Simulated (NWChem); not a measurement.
# the pair CH3O···SiO−: a chain of runs

We compute a single-point energy (singlet CH3O2Si−, revPBE-D3(0)/STO-3G), then a single-point energy (singlet CH3O−, revPBE-D3(0)/STO-3G), then a single-point energy (singlet SiO, revPBE-D3(0)/STO-3G), then the energy (singlet CH3O−, revPBE-D3(0)/STO-3G), then a single-point energy (singlet SiO, revPBE-D3(0)/STO-3G) of CH3O2Si and its partners. 

The calculation is run with NWChem 7.3.0.

### 1 The structure to begin with

CH3O2Si− has 7 atoms, charge -1, and is taken as a singlet. The two molecules were placed rigidly side by side, at 1.3 times their contact distance; the pair isn't optimised.

Bond lengths: C1–O2 1.328 Å, O6–Si7 1.509 Å, C1–H3 1.137 Å, C1–H4 1.137 Å, C1–H5 1.137 Å. Angles: O2–C1–H3 115.8°, O2–C1–H4 115.8°, O2–C1–H5 115.8°, H3–C1–H4 102.5°, H3–C1–H5 102.5°, H4–C1–H5 102.5°.

### 2 The energy at revPBE-D3(0)/STO-3G (run 1)

File ch3o2si.nw:

```
start ch3o2si
memory 2200 mb
charge -1

geometry units angstroms noautosym nocenter noautoz
   C        0.023600      -0.019000      -0.005780
   O        1.039000      -0.838200      -0.254880
   H       -1.013900      -0.475800      -0.097980
   H       -0.049300       0.896000      -0.677180
   H        0.000600       0.437000       1.035820
   O       -1.522520      -0.328500       4.744120
   Si      -0.195720      -0.935510       5.128060
end

basis spherical bse
   C library STO-3G
   O library STO-3G
   H library STO-3G
   Si library STO-3G
end

dft
   xc revpbe cpbe96
   disp vdw 3
   grid fine
   convergence energy 1e-08
   iterations 100
   mulliken
   print low
end

task dft energy
```

On the command line:

```bash
$ nwchem ch3o2si.nw > ch3o2si.out
```

Standard output:

```text
Northwest Computational Chemistry Package (NWChem) 7.3.0
             --------------------------------------------------------

           Job information
           ---------------

    nwchem branch   = 7.3.0
    use scalapack   = T
    input           = ch3o2si.nw
    prefix          = ch3o2si.
    data base       = ./ch3o2si.db
    status          = startup
    nproc           =        1

           Memory information
           ------------------

    heap     =     72089594 doubles =      550.0 Mbytes
    stack    =     72089599 doubles =      550.0 Mbytes
    global   =    144179200 doubles =     1100.0 Mbytes (distinct from heap & stack)
    total    =    288358393 doubles =     2200.0 Mbytes
    verify   = yes
    hardfail = no

           Directory information
           ---------------------

  0 permanent = .
  0 scratch   = .

                                NWChem Input Module
                                -------------------

 Scaling coordinates for geometry "geometry" by  1.889725989
 (inverse scale =  0.529177249)

[... 25 lines left out ...]
            Nuclear Dipole moment (a.u.)
[... 86 lines left out ...]
   convergence    iter        energy       DeltaE   RMS-Dens  Diis-err    time
[... 14 lines left out ...]
      Calculation failed to converge
[... 2 lines left out ...]
         Total DFT energy =     -473.575615800225
      One electron energy =     -888.785830849729
           Coulomb energy =      349.423255112205
    Exchange-Corr. energy =      -45.258380269529
 Nuclear repulsion energy =      111.047488832874
[... 21 lines left out ...]
     -------------------------------------------
      Total Density - Lowdin Population Analysis
     -------------------------------------------

    Atom       Charge   Shell Charges
 -----------   ------   -------------------------------------------------------
    1 C    6     6.06   1.98  1.05  3.03
    2 O    8     8.49   2.00  1.83  4.66
    3 H    1     1.08   1.08
    4 H    1     1.09   1.09
    5 H    1     1.07   1.07
    6 O    8     8.28   2.00  1.83  4.45
    7 Si  14    13.93   2.00  2.00  5.82  1.84  2.28
 ------------------------------------------------------------------------
 dft energy failed                                                                                  0
 ------------------------------------------------------------------------
 ------------------------------------------------------------------------
  current input line :
    32: task dft energy
 ------------------------------------------------------------------------
 ------------------------------------------------------------------------
 This type of error is most commonly associated with calculations not reaching convergence criteria
 ------------------------------------------------------------------------

0:dft energy failed:Received an Error in Communication
  Errorcode: -1
```

It took 22 s on 1 thread of Intel Xeon Platinum 8488C (Sapphire Rapids), shared host; peak memory 0.12 GiB.

The iterations ended before the threshold was met.

### 3 CH3O−: the energy at revPBE-D3(0)/STO-3G (run 2)

File mol.nw:

```
start mol
title "CH3O energy"
memory total 2200 mb
charge -1

geometry noautosym nocenter noautoz
C        0.023600      -0.019000      -0.005780
O        1.039000      -0.838200      -0.254880
H       -1.013900      -0.475800      -0.097980
H       -0.049300       0.896000      -0.677180
H        0.000600       0.437000       1.035820
end

basis spherical bse
C library STO-3G
O library STO-3G
H library STO-3G
end

dft
xc revpbe cpbe96
disp vdw 3
grid fine
convergence energy 1e-08
iterations 100
mulliken
noprint "final vectors analysis"
end

task dft
```

On the command line:

```bash
$ nwchem mol.nw > mol.out
```

Standard output:

```text
[...]
          Wavefunction type:  closed shell.
          No. of atoms     :     5
          No. of electrons :    18
[...]
          Charge           :    -1
          Spin multiplicity:     1
[...]
          AO basis - number of functions:    13
[...]
              XC Information
              --------------
                        RevPBE Exchange Functional  1.000
            Perdew 1991 LDA Correlation Functional  1.000 local
           PerdewBurkeErnz. Correlation Functional  1.000 non-local
[...]
 d= 0,ls=0.0,diis     1   -113.1872530214 -1.48D+02  3.03D-01  8.61D-01     0.2
[...]
 d= 0,ls=0.0,diis     7   -113.3356873696 -9.08D-09  4.26D-06  2.09D-10     0.7
         Total DFT energy =     -113.335687369602
      One electron energy =     -230.627285064706
           Coulomb energy =       98.530990975286
    Exchange-Corr. energy =      -15.706652352577
 Nuclear repulsion energy =       34.468967637273
    Dispersion correction =       -0.001708564877
[...]
      Total Density - Mulliken Population Analysis
     ---------------------------------------------
    Atom       Charge   Shell Charges
 -----------   ------   -------------------------------------------------------
    1 C    6     6.13   1.99  1.18  2.96
    2 O    8     8.54   2.00  1.89  4.65
    3 H    1     1.11   1.11
    4 H    1     1.11   1.11
    5 H    1     1.11   1.11
[...]
```

Wall time 1.4 s (1 thread of Intel Xeon Platinum 8488C (Sapphire Rapids), shared host); peak memory 0.11 GiB.

### 4 SiO: the energy at revPBE-D3(0)/STO-3G (run 3)

File osi.nw:

```
echo
START osi
TITLE "OSi energy"
memory total 2200 mb
charge 0
GEOMETRY units au noautosym nocenter noautoz
  O   -2.87714582  -0.62077503   8.96508750
  Si  -0.36985720  -1.76785769   9.69062895
END
BASIS spherical bse
  O library STO-3G
  Si library STO-3G
END
DFT
  xc revpbe cpbe96
  disp vdw 3
  grid fine
  convergence energy 1e-08
  iterations 100
  mulliken
  print low
END
TASK dft energy
```

On the command line:

```bash
$ nwchem osi.nw > osi.out
```

Standard output:

```text
[...]
 d= 0,ls=0.0,diis     1   -359.9332679600 -3.99D+02  3.16D-01  1.15D+00     0.2
[...]
 d= 0,ls=0.0,diis    10   -360.2134219136 -1.15D-09  2.69D-07  3.16D-11     0.6
         Total DFT energy =     -360.213421913649
      One electron energy =     -580.862906034182
           Coulomb energy =      210.928491137647
    Exchange-Corr. energy =      -29.562243676313
 Nuclear repulsion energy =       39.283243105696
    Dispersion correction =       -0.000006446496
[...]
      Total Density - Mulliken Population Analysis
     ---------------------------------------------
    Atom       Charge   Shell Charges
 -----------   ------   -------------------------------------------------------
    1 O    8     8.35   2.00  1.95  4.40
    2 Si  14    13.65   2.00  2.00  5.88  1.85  1.93
[...]
```

Wall time 1.2 s (1 thread of Intel Xeon Platinum 8488C (Sapphire Rapids), shared host); peak memory 0.11 GiB.

### 5 CH3O− among ghost functions: a single-point energy at revPBE-D3(0)/STO-3G (with ghost functions) (run 4)

File m1.nw:

```
start m1
title "CH3O energy"
memory 2200 mb
charge -1

geometry units angstrom noautosym nocenter noautoz
C     0.023600   -0.019000   -0.005780
O     1.039000   -0.838200   -0.254880
H    -1.013900   -0.475800   -0.097980
H    -0.049300    0.896000   -0.677180
H     0.000600    0.437000    1.035820
bqO     -1.522520    -0.328500     4.744120
bqSi    -0.195720    -0.935510     5.128060
end

basis spherical bse
C library STO-3G
O library STO-3G
H library STO-3G
bqO library O STO-3G
bqSi library Si STO-3G
end

dft
xc revpbe cpbe96
disp vdw 3
grid fine
convergence energy 1e-08
iterations 100
mulliken
print low
end

task dft energy
```

On the command line:

```bash
$ nwchem m1.nw > m1.out
```

Standard output:

```text
Northwest Computational Chemistry Package (NWChem) 7.3.0
             --------------------------------------------------------

           Job information
           ---------------

    nwchem branch   = 7.3.0
    use scalapack   = T
    input           = m1.nw
    prefix          = m1.
    data base       = ./m1.db
    status          = startup
    nproc           =        1

           Memory information
           ------------------

    heap     =     72089594 doubles =      550.0 Mbytes
    stack    =     72089599 doubles =      550.0 Mbytes
    global   =    144179200 doubles =     1100.0 Mbytes (distinct from heap & stack)
    total    =    288358393 doubles =     2200.0 Mbytes
    verify   = yes
    hardfail = no

           Directory information
           ---------------------

  0 permanent = .
  0 scratch   = .

                                NWChem Input Module
                                -------------------

                                    CH3O energy
                                    -----------

[... 27 lines left out ...]
            Nuclear Dipole moment (a.u.)
[... 89 lines left out ...]
   convergence    iter        energy       DeltaE   RMS-Dens  Diis-err    time
[... 13 lines left out ...]
      Calculation failed to converge
[... 2 lines left out ...]
         Total DFT energy =     -113.349987108839
      One electron energy =     -229.843524013892
           Coulomb energy =       97.664329454270
    Exchange-Corr. energy =      -15.638051621613
 Nuclear repulsion energy =       34.468967637273
[... 21 lines left out ...]
     -------------------------------------------
      Total Density - Lowdin Population Analysis
     -------------------------------------------

    Atom       Charge   Shell Charges
 -----------   ------   -------------------------------------------------------
    1 C    6     6.06   1.98  1.05  3.03
    2 O    8     8.52   2.00  1.83  4.69
    3 H    1     1.09   1.09
    4 H    1     1.09   1.09
    5 H    1     1.08   1.08
    6 X    0     0.01   0.00  0.01  0.00
    7 X    0     0.16   0.00  0.01  0.00  0.15  0.00
 ------------------------------------------------------------------------
 dft energy failed                                                                                  0
 ------------------------------------------------------------------------
 ------------------------------------------------------------------------
  current input line :
    34: task dft energy
 ------------------------------------------------------------------------
 ------------------------------------------------------------------------
 This type of error is most commonly associated with calculations not reaching convergence criteria
 ------------------------------------------------------------------------

0:dft energy failed:Received an Error in Communication
  Errorcode: -1
```

Wall time 21 s (1 thread of Intel Xeon Platinum 8488C (Sapphire Rapids), shared host); peak memory 0.12 GiB.

No converged result was reached.

### 6 SiO among ghost functions: the energy at revPBE-D3(0)/STO-3G (with ghost functions) (run 5)

File osi.nw:

```
start osi
title "OSi"
memory total 2200 mb
geometry noautosym nocenter noautoz
   O       -1.522520      -0.328500       4.744120
   Si      -0.195720      -0.935510       5.128060
   bqC      0.023600    -0.019000    -0.005780
   bqO      1.039000    -0.838200    -0.254880
   bqH     -1.013900    -0.475800    -0.097980
   bqH     -0.049300     0.896000    -0.677180
   bqH      0.000600     0.437000     1.035820
end
basis spherical bse
   O library STO-3G
   Si library STO-3G
   bqC library C STO-3G
   bqO library O STO-3G
   bqH library H STO-3G
end
dft
   xc revpbe cpbe96
   mult 1
   disp vdw 3
   grid fine
   convergence energy 1e-08
   maxiter 100
   mulliken
   noprint "final vectors analysis"
end
task dft energy
```

On the command line:

```bash
$ nwchem osi.nw > osi.out
```

Standard output:

```text
[...]
          Wavefunction type:  closed shell.
          No. of atoms     :     7
          No. of electrons :    22
[...]
          Charge           :     0
          Spin multiplicity:     1
[...]
          AO basis - number of functions:    27
[...]
              XC Information
              --------------
                        RevPBE Exchange Functional  1.000
            Perdew 1991 LDA Correlation Functional  1.000 local
           PerdewBurkeErnz. Correlation Functional  1.000 non-local
[...]
 d= 0,ls=0.0,diis     1   -359.9332745813 -3.99D+02  1.64D-01  1.15D+00     0.3
[...]
 d= 0,ls=0.0,diis    10   -360.2134278549 -1.15D-09  1.46D-07  3.14D-11     1.9
         Total DFT energy =     -360.213427854868
      One electron energy =     -580.862789747446
           Coulomb energy =      210.928354205989
    Exchange-Corr. energy =      -29.562231808834
 Nuclear repulsion energy =       39.283245941916
    Dispersion correction =       -0.000006446492
[...]
      Total Density - Mulliken Population Analysis
     ---------------------------------------------
    Atom       Charge   Shell Charges
 -----------   ------   -------------------------------------------------------
    1 O    8     8.35   2.00  1.95  4.40
    2 Si  14    13.65   2.00  2.00  5.88  1.85  1.93
    3 X    0    -0.00  -0.00 -0.00 -0.00
    4 X    0     0.00   0.00  0.00  0.00
    5 X    0     0.00   0.00
    6 X    0     0.00   0.00
    7 X    0     0.00   0.00
[...]
```

It took 2.6 s on 1 thread of Intel Xeon Platinum 8488C (Sapphire Rapids), shared host; peak memory 0.12 GiB.

### 7 Outcome

```
                                    quantity                      value
                         CH3O−: total energy              -113.33569 Eh
                    CH3O−: dispersion energy               -4.49 kJ/mol
                           SiO: total energy              -360.21342 Eh
                      SiO: dispersion energy               -0.02 kJ/mol
     SiO among ghost functions: total energy              -360.21343 Eh
    SiO among ghost functions: dipole moment                     1.07 D
SiO among ghost functions: dispersion energy               -0.02 kJ/mol
                  run 1, revPBE-D3(0)/STO-3G  no result (not converged)
                 CH3O− among ghost functions  no result (not converged)
```

What this shows: 2 of the 5 runs did not end normally.
